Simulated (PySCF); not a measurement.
**C₆H₃F₂O₂S−: NMR shifts and electronic excitations in gas and solvents**

Aim: compute the NMR shifts and electronic excitations of C₆H₃F₂O₂S− (`O=C([O-])c1cc(F)c(CF)s1`), and see what a dielectric continuum does where one was used.

Computed with PySCF 2.14.0, with density-fitted response routines of our own, on a single molecule, in the gas phase or a continuum. Atoms are numbered from 0 throughout.

## (1) The starting structure

14 atoms, charge -1, multiplicity 1; geometry from: GFN2-xTB. The atoms were then displaced at random by about 0.01 Å, so the start is not that level's minimum.

Bonds of the start (Å): O0–C1 1.25, C1–O2 1.21, C1–C3 1.51, C3–C4 1.37, C4–C5 1.41, C5–F6 1.35, C5–C7 1.36, C7–C8 1.50, C8–F9 1.39, C7–S10 1.72, S10–C3 1.74, C4–H11 1.09, C8–H12 1.09, C8–H13 1.10.

## (2) Geometry optimisation at PBE0-D3(BJ)/def2-SVP

Job settings and geometry (Å):

```
{"job": {"xc": "PBE0", "basis": "def2-SVP", "d3": "d3bj", "grid": 1, "shake": 0.01, "kind": "geom"}, "charge": -1, "multiplicity": 1}
O      2.805200    -1.427200    -1.243770
C      2.885690    -0.481210    -0.424460
O      3.851950     0.061480     0.070990
C      1.515570     0.001190    -0.016860
C      0.892400     0.897600     0.807520
C     -0.511840     0.817060     0.749220
F     -1.320790     1.588750     1.509470
C     -0.967560    -0.133790    -0.111010
C     -2.404140    -0.472270    -0.353490
F     -2.955210     0.291990    -1.381310
S      0.339550    -0.962990    -0.866440
H      1.436890     1.595570     1.449490
H     -3.056860    -0.277680     0.497380
H     -2.518000    -1.513580    -0.694500
```

Launch:

```
> OMP_NUM_THREADS=1 python probes_run.py task.json out
```

One launch serves the whole session: the jobs run in the order shown.

What it wrote:

```text
step   0  E = -977.51524786  max force = 0.030776
step   1  E = -977.52236180  max force = 0.012590
step   2  E = -977.52314294  max force = 0.012324
step   3  E = -977.52352534  max force = 0.005793
step   4  E = -977.52408662  max force = 0.002299
step   5  E = -977.52410601  max force = 0.001281
step   6  E = -977.52415200  max force = 0.000845
step   7  E = -977.52417901  max force = 0.000825
step   8  E = -977.52419921  max force = 0.000820
step   9  E = -977.52420331  max force = 0.000609
step  10  E = -977.52420341  max force = 0.000585
step  11  E = -977.52420475  max force = 0.000277
optimisation converged
```

Run time: 3 min. Hardware: 1 thread of Intel Xeon Platinum 8559C, shared host; peak memory 0.76 GiB.

Along the way:

| step | energy from step 0 (eV) | largest force component (eV/Å) |
| --- | --- | --- |
| 0 | 0.0000 | 1.5826 |
| 1 | -0.1936 | 0.6474 |
| 2 | -0.2148 | 0.6337 |
| 3 | -0.2252 | 0.2979 |
| 4 | -0.2405 | 0.1182 |
| 5 | -0.2410 | 0.0659 |
| 6 | -0.2423 | 0.0435 |
| 7 | -0.2430 | 0.0424 |
| 8 | -0.2436 | 0.0422 |
| 9 | -0.2437 | 0.0313 |
| 10 | -0.2437 | 0.0301 |
| 11 | -0.2437 | 0.0142 |

Distances of close pairs at the start and the end, largest changes first:

| bond | before (Å) | after (Å) | change (Å) |
| --- | --- | --- | --- |
| C1–C3 | 1.509 | 1.538 | +0.030 |
| C1–O2 | 1.214 | 1.239 | +0.026 |
| C3–S10 | 1.742 | 1.722 | -0.020 |
| C7–C8 | 1.496 | 1.477 | -0.019 |
| C5–C7 | 1.361 | 1.377 | +0.016 |
| C7–S10 | 1.722 | 1.737 | +0.014 |
| C8–H12 | 1.090 | 1.103 | +0.013 |
| C5–F6 | 1.352 | 1.341 | -0.011 |

The next job starts from the end point, and lists it.

| at the end point | value |
| --- | --- |
| point group (found at 0.08 Å tolerance) | C1 |
| rotational constants (GHz, main isotopes) | 1.886, 0.600, 0.471 |

## (3) Nuclear shieldings: PBE0/pcSseg-1 in acetone

Job settings and geometry (Å):

```
{"job": {"kind": "nmr", "xc": "PBE0", "basis": "pcSseg-1", "solvent": "acetone", "pop": true}, "charge": -1, "multiplicity": 1}
O      3.091273    -1.357869    -1.200182
C      2.939923    -0.461944    -0.350478
O      3.749262     0.204888     0.310289
C      1.463587    -0.128905    -0.073998
C      0.910147     0.778729     0.796887
C     -0.500296     0.746349     0.741898
F     -1.273316     1.532157     1.506401
C     -1.034196    -0.167383    -0.139152
C     -2.467980    -0.384012    -0.417345
F     -2.924183     0.294715    -1.541262
S      0.259687    -1.003621    -0.940569
H      1.521364     1.417624     1.433355
H     -3.058489    -0.031366     0.444846
H     -2.683822    -1.454186    -0.578224
```

With the program's defaults for keys left out, this is: GIAO PBE0/pcSseg-1 NMR shielding, non-relativistic, IEF-PCM acetone.

What it wrote:

```text
coarse grid: 14344 points
cycle   1  E = -977.7458344123  dE =  1.971e+00  |g| = 1.185e+00  |ddm| = 4.034e+00
cycle   2  E = -977.4140659547  dE =  3.318e-01  |g| = 1.820e+00  |ddm| = 3.763e+00
cycle   3  E = -977.9910264367  dE = -5.770e-01  |g| = 1.196e-01  |ddm| = 2.616e+00
cycle   4  E = -977.9932850293  dE = -2.259e-03  |g| = 7.087e-02  |ddm| = 1.770e-01
cycle   5  E = -977.9944229509  dE = -1.138e-03  |g| = 1.906e-02  |ddm| = 7.866e-02
cycle   6  E = -977.9944985837  dE = -7.563e-05  |g| = 6.909e-03  |ddm| = 2.139e-02
cycle   7  E = -977.9945096403  dE = -1.106e-05  |g| = 2.011e-03  |ddm| = 7.962e-03
cycle   8  E = -977.9945104783  dE = -8.380e-07  |g| = 4.888e-04  |ddm| = 2.332e-03
final grid: 140736 points
cycle   9  E = -978.0957525278  dE = -2.143e-05  |g| = 1.328e-02  |ddm| = 3.262e-02
cycle  10  E = -978.0957051002  dE =  4.743e-05  |g| = 2.053e-02  |ddm| = 3.274e-02
cycle  11  E = -978.0957877751  dE = -8.267e-05  |g| = 1.042e-03  |ddm| = 2.024e-02
cycle  12  E = -978.0957879810  dE = -2.059e-07  |g| = 2.982e-04  |ddm| = 1.171e-03
cycle  13  E = -978.0957879967  dE = -1.575e-08  |g| = 1.643e-04  |ddm| = 4.169e-04
cycle  14  E = -978.0957880028  dE = -6.095e-09  |g| = 2.841e-05  |ddm| = 1.551e-04
cycle  15  E = -978.0957880030  dE = -1.344e-10  |g| = 1.396e-05  |ddm| = 3.849e-05
converged SCF energy = -978.0957880030

GIAO shielding tensors (ppm)
atom      isotropic    diamagn.    paramagn.     s11        s22        s33       span
  0 O       26.497     408.296    -381.799   -166.136      3.901    241.725    407.861
  1 C       20.744     239.188    -218.444    -71.727     66.186     67.774    139.501
  2 O       31.355     407.214    -375.859   -160.868    -11.856    266.790    427.658
  3 C       20.074     271.197    -251.123    -52.285      3.326    109.180    161.465
  4 C       65.381     253.952    -188.571     -5.481     51.965    149.658    155.139
  5 C       20.162     251.324    -231.162    -42.754     38.843     64.398    107.152
  6 F      305.609     475.376    -169.767    200.058    310.907    405.860    205.802
  7 C       59.819     269.610    -209.791      1.883     45.827    131.746    129.863
  8 C      110.123     234.695    -124.572     72.598     87.169    170.603     98.006
  9 F      392.291     471.318     -79.027    344.540    378.125    454.208    109.669
 10 S      306.194    1059.133    -752.939    159.252    329.413    429.916    270.664
 11 H       24.098      32.246      -8.147     20.724     25.247     26.323      5.599
 12 H       25.499      26.859      -1.360     21.141     26.473     28.884      7.743
 13 H       25.997      26.551      -0.554     21.457     26.722     29.811      8.354
```

Wall time 39 s (1 thread of Intel Xeon Platinum 8559C, shared host); peak memory 1.1 GiB.

Shifts follow as δ = σ(reference) − σ, with reference shieldings (ppm) from runs at the same level and on the same kind of geometry: ¹H TMS 31.24, ¹³C TMS 185.4, ¹⁹F CFCl3 180.4, ¹⁷O H2O 342.8, ³³S CS2 495. The references are single molecules in the same continuum, so shifts against H2O, NH3, PH3, H3PO4 or CFCl3 are not on the usual liquid scales and can be off by tens of ppm. Atoms listed in one row are averaged.

| atoms | environment | σ (ppm) | δ (ppm) |
| --- | --- | --- | --- |
| C3 | substituted aromatic carbon next to the ring sulfur | 20.1 | 165.4 |
| C5 | aromatic carbon bearing fluorine | 20.2 | 165.3 |
| C1 | carboxylate carbon | 20.7 | 164.7 |
| C7 | substituted aromatic carbon next to the ring sulfur | 59.8 | 125.6 |
| C4 | aromatic CH | 65.4 | 120.1 |
| C8 | sp3 CH2 bonded to F, on an aromatic ring | 110.1 | 75.3 |
| H11 | hydrogen on an aromatic CH | 24.10 | 7.14 |
| H12, H13 | hydrogen on an sp3 CH2 bonded to F, on an aromatic ring | 25.75 | 5.49 |
| O0, O2 | carboxylate oxygen | 28.9 | 313.8 |
| F6 | aryl fluorine | 305.6 | -125.2 |
| F9 | fluorine on an sp3 carbon | 392.3 | -211.9 |
| S10 | aromatic ring sulfur | 306 | 189 |

Charges from the same density, by scheme (e):

| atoms | Mulliken | IAO | Hirshfeld | ESP fit |
| --- | --- | --- | --- | --- |
| O0, O2 | -0.59 | -0.67 | -0.45 | -0.75 |
| C1 | 0.54 | 0.51 | 0.09 | 0.76 |
| C3 | -0.51 | -0.21 | -0.06 | -0.10 |
| C4 | -0.03 | -0.23 | -0.10 | -0.38 |
| C5 | 0.42 | 0.26 | 0.06 | 0.30 |
| F6 | -0.28 | -0.27 | -0.09 | -0.17 |
| C7 | -0.62 | -0.25 | -0.08 | -0.24 |
| C8 | 0.32 | 0.02 | 0.01 | 0.17 |
| F9 | -0.37 | -0.35 | -0.16 | -0.27 |
| S10 | 0.35 | 0.34 | 0.07 | 0.03 |

Mayer bond orders: O0–C1 1.74, C1–O2 1.79, C1–C3 0.81, C3–C4 1.48, C4–C5 1.28, C5–F6 0.94, C5–C7 1.47, C7–C8 1.06, C8–F9 0.89, C7–S10 1.08, S10–C3 1.16.

Ring of atoms C3, C4, C5, C7, S10: NICS(0) -13.5, NICS(1) -10.6, NICS(1)zz -22.1 ppm (means of both faces).

## (4) Nuclear shieldings: PBE0/pcSseg-1 in dimethylsulfoxide

Same as in step 3 but for these lines:

```diff
@@ -1,2 +1,2 @@
-{"job": {"kind": "nmr", "xc": "PBE0", "basis": "pcSseg-1", "solvent": "acetone", "pop": true}, "charge": -1, "multiplicity": 1}
+{"job": {"kind": "nmr", "xc": "PBE0", "basis": "pcSseg-1", "solvent": "dimethylsulfoxide", "pop": false}, "charge": -1, "multiplicity": 1}
 O      3.091273    -1.357869    -1.200182
```

Level: GIAO PBE0/pcSseg-1 NMR shielding, non-relativistic, IEF-PCM dimethylsulfoxide.

What it wrote:

```text
coarse grid: 14344 points
cycle   1  E = -977.7494847623  dE =  1.967e+00  |g| = 1.184e+00  |ddm| = 4.034e+00
cycle   2  E = -977.4220163823  dE =  3.275e-01  |g| = 1.814e+00  |ddm| = 3.741e+00
cycle   3  E = -977.9940660170  dE = -5.720e-01  |g| = 1.185e-01  |ddm| = 2.591e+00
cycle   4  E = -977.9962808984  dE = -2.215e-03  |g| = 7.024e-02  |ddm| = 1.747e-01
cycle   5  E = -977.9974014879  dE = -1.121e-03  |g| = 1.884e-02  |ddm| = 7.769e-02
cycle   6  E = -977.9974757011  dE = -7.421e-05  |g| = 6.789e-03  |ddm| = 2.099e-02
cycle   7  E = -977.9974863932  dE = -1.069e-05  |g| = 1.950e-03  |ddm| = 7.755e-03
cycle   8  E = -977.9974871846  dE = -7.914e-07  |g| = 4.678e-04  |ddm| = 2.268e-03
final grid: 140736 points
cycle   9  E = -978.0987262977  dE = -2.152e-05  |g| = 1.326e-02  |ddm| = 3.263e-02
cycle  10  E = -978.0986795265  dE =  4.677e-05  |g| = 2.045e-02  |ddm| = 3.255e-02
cycle  11  E = -978.0987614306  dE = -8.190e-05  |g| = 1.044e-03  |ddm| = 2.007e-02
cycle  12  E = -978.0987616378  dE = -2.072e-07  |g| = 2.941e-04  |ddm| = 1.173e-03
cycle  13  E = -978.0987616531  dE = -1.528e-08  |g| = 1.629e-04  |ddm| = 4.120e-04
cycle  14  E = -978.0987616591  dE = -5.972e-09  |g| = 2.808e-05  |ddm| = 1.531e-04
cycle  15  E = -978.0987616592  dE = -1.362e-10  |g| = 1.384e-05  |ddm| = 3.818e-05
converged SCF energy = -978.0987616592

GIAO shielding tensors (ppm)
atom      isotropic    diamagn.    paramagn.     s11        s22        s33       span
  0 O       27.383     408.345    -380.962   -165.130      5.194    242.086    407.215
  1 C       20.594     239.286    -218.693    -71.505     66.345     66.942    138.447
  2 O       32.145     407.249    -375.104   -160.006    -10.378    266.817    426.824
  3 C       20.526     271.325    -250.799    -51.834      4.084    109.328    161.162
  4 C       65.189     253.934    -188.744     -5.838     51.669    149.737    155.574
  5 C       20.113     251.278    -231.165    -42.777     38.729     64.387    107.164
  6 F      305.317     475.341    -170.024    199.561    310.640    405.748    206.187
  7 C       59.451     269.580    -210.129      1.388     45.414    131.552    130.164
  8 C      110.120     234.658    -124.538     72.626     87.005    170.727     98.101
  9 F      392.814     471.313     -78.499    345.143    378.623    454.675    109.532
 10 S      306.168    1059.145    -752.977    159.704    329.061    429.739    270.034
 11 H       24.083      32.235      -8.152     20.704     25.216     26.329      5.625
 12 H       25.477      26.815      -1.338     21.117     26.447     28.868      7.751
 13 H       25.972      26.503      -0.531     21.435     26.690     29.791      8.355
```

Run time: 36 s. Hardware: 1 thread of Intel Xeon Platinum 8559C, shared host; peak memory 1.1 GiB.

This run: δ C5 165.4, C3 165.0, C1 164.9, C7 126.0, H11 7.16, H12 5.51 ppm (means over like atoms).

(Part 1 of 2 ends here.)
